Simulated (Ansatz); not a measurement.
Crystal: CsLiCr2Te2S3.

```xyz
9
Lattice="3.6036 0.0000 0.0000 -1.8018 3.1208 0.0000 0.0000 0.0000 19.0665" Properties=species:S:1:pos:R:3 pbc="T T T"
Cs    0.0000    0.0000    7.1307
Li    1.8018    1.0403    0.3064
Cr    0.0000    0.0000   16.5187
Cr    0.0000    2.0805    3.2095
Te    0.0000    2.0805   10.2751
Te    1.8018    1.0403   14.7338
S     0.0000    0.0000    1.9124
S     0.0000    2.0805   17.7166
S     1.8018    1.0403    4.4631
```

The cell was built by a generator and needn't be a form met in nature.

* Program: Ansatz 0.2.0
* Task: relaxation of cell and atoms
* Functional: PBEsol
* Potentials or basis: Ansatz PAW
* Cutoff: 420 eV (not typed: the program's choice for these potentials)
* k mesh: 6 × 6 × 1
* Occupations: fermi-dirac, width 0.05 eV
* Spin: collinear spin, ferromagnetic start
* Starting moments: [0.0, 0.0, 3.0, 3.0, 0.0, 0.0, 0.0, 0.0, 0.0] μB

At the start: volume 23.82 Å³/atom.

How do energy, volume and symmetry change on relaxing?

It ends after 7 steps and the volume is 21.74 Å³/atom (-8.7 %); space group P3m1 (No. 156, to 0.05 Å); moment 5.60 μB per cell.

Step by step:
| step | energy change (eV) | largest force (eV/Å) | volume (Å³) |
| --- | --- | --- | --- |
| 1 | 0.0000 | 0.3941 | 214.42 |
| 2 | -0.0968 | 0.4504 | 203.56 |
| 3 | -0.1215 | 0.1068 | 199.17 |
| 4 | -0.1312 | 0.0989 | 194.22 |
| 5 | -0.1335 | 0.0520 | 195.87 |
| 6 | -0.1339 | 0.0034 | 195.69 |
| 7 | -0.1319 | 0.0034 | 195.69 |

Final structure:
```yaml
crystal:
  lattice:
    - [3.54224, 0.00000, 0.00000]
    - [-1.77112, 3.06767, 0.00000]
    - [0.00000, 0.00000, 18.00884]
  atoms:
    - { symbol: Cs, position: [0.00000, 0.00000, 0.38406] }
    - { symbol: Li, position: [0.66667, 0.33333, 0.01175] }
    - { symbol: Cr, position: [0.00000, 0.00000, 0.85715] }
    - { symbol: Cr, position: [0.33333, 0.66667, 0.17075] }
    - { symbol: Te, position: [0.33333, 0.66667, 0.55600] }
    - { symbol: Te, position: [0.66667, 0.33333, 0.75948] }
    - { symbol: S, position: [0.00000, 0.00000, 0.09959] }
    - { symbol: S, position: [0.33333, 0.66667, 0.92179] }
    - { symbol: S, position: [0.66667, 0.33333, 0.23944] }
```

Caveat: the plane-wave basis is chosen anew once the cell has moved, so the energies of steps on either side of that aren't comparable; only a ferromagnetic start was run, and an antiferromagnetic order may lie lower in energy; the PAW data sets come from PBE, with cores solved anew for the run's functional, which leaves a small shift of forces and pressure.
